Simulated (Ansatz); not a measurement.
What does this script print? It uses Ansatz 0.2.0 through its Python package.

`inau3.py`
```python
"""Density difference of InAu3 against its sublattices."""

import warnings

import ansatz as az
import numpy as np

vectors0 = np.array([
    [3.16059, 0.0, 0.0],
    [-1.580295, 2.737151, 0.0],
    [0.0, 0.0, 9.057575],
])
sites = [
    ("In", [2 / 3, 1 / 3, 0.0]),
    ("Au", [2 / 3, 1 / 3, 0.5]),
    ("Au", [1 / 3, 2 / 3, 0.248395]),
    ("Au", [1 / 3, 2 / 3, 0.751605]),
]


def on_lattice(cell):
    crystal = az.Crystal(lattice=az.Lattice.of(cell))
    for symbol, position in sites:
        crystal = crystal.atom(symbol, position)
    return crystal


def main() -> None:
    warnings.simplefilter("ignore", az.DeckWarning)

    # one cutoff and one grid for all runs, so that the fields can be subtracted
    def solve(crystal):
        return (
            crystal.calculation()
            .functional("PBEsol")
            .occupations(az.OccupationsMethod.METHFESSEL_PAXTON, width=0.1)
            .basis(460, grid_basis="typed")
            .kpoints(8, 8, 3)
            .density()
            .run(threads=1)
        )


    whole = solve(on_lattice(vectors0))
    difference = whole.density().channels[0].density_e_per_ang3.copy()
    binding = whole.report["free_energy_ev"]
    for element in ["In", "Au"]:
        part = az.Crystal(lattice=az.Lattice.of(vectors0))
        for symbol, position in sites:
            if symbol == element:
                part = part.atom(symbol, position)
        alone = solve(part)
        difference -= alone.density().channels[0].density_e_per_ang3
        binding -= alone.report["free_energy_ev"]
        print(f"{element} sublattice: {alone.report['n_electrons']:g} electrons, {alone.report['n_iterations']} iterations")

    voxel = abs(np.linalg.det(vectors0)) / difference.size
    print(f"energy of the crystal less its unpolarised sublattices: {binding / len(sites):.4f} eV/atom")
    print(f"net charge of the difference {difference.sum() * voxel:.5f} e, charge rearranged {0.5 * np.abs(difference).sum() * voxel:.3f} e")
    print(f"extremes {difference.min():.4f} and {difference.max():.4f} e/A^3")
    for (symbol, position) in sites:
        index = tuple(int(round(p * n)) % n for p, n in zip(position, difference.shape))
        print(f"  change of the pseudo-density at the grid point nearest {symbol}: {difference[index]:+.4f} e/A^3")
    profile = difference.mean(axis=(0, 1))
    print("planar mean along the third vector:", np.round(profile[:: max(len(profile) // 12, 1)], 4))


if __name__ == "__main__":
    main()
```

```console
$ python inau3.py
In sublattice: 13 electrons, 7 iterations
Au sublattice: 57 electrons, 8 iterations
energy of the crystal less its unpolarised sublattices: -0.5819 eV/atom
net charge of the difference 0.00000 e, charge rearranged 0.433 e
extremes -0.0652 and 0.1029 e/A^3
  change of the pseudo-density at the grid point nearest In: +0.0995 e/A^3
  change of the pseudo-density at the grid point nearest Au: +0.0186 e/A^3
  change of the pseudo-density at the grid point nearest Au: -0.0052 e/A^3
  change of the pseudo-density at the grid point nearest Au: -0.0052 e/A^3
planar mean along the third vector: [-0.0204 -0.0033  0.0173  0.0017 -0.0088  0.0042 -0.0015 -0.0005  0.0016
 -0.0081 -0.0012  0.0217 -0.0113]
```

Caveats:
- The settings weren't tested for convergence.
- For a metal this k-point mesh is coarse: on a finer one energies can move by several to tens of meV an atom and pressures by half a GPa or more, differences at one mesh by less.
- Spin-orbit coupling, which matters for elements this heavy, is left out.
- Grid values close to the nuclei reflect the PAW or pseudopotential construction, not the all-electron fields.
- This cell is a computed structure, which may not be the phase found in nature.
- Charge moved counts every rearrangement, bonding and polarisation too, and is no transfer between atoms; the bare sublattices are artificial references. Values near the nuclei depend on the potentials.
- Wall time of the script: 9.2 s on 1 thread of Intel(R) Xeon(R) Platinum 8259CL CPU @ 2.50GHz (Skylake/Cascade Lake), on a shared host, peak memory 0.42 GiB.
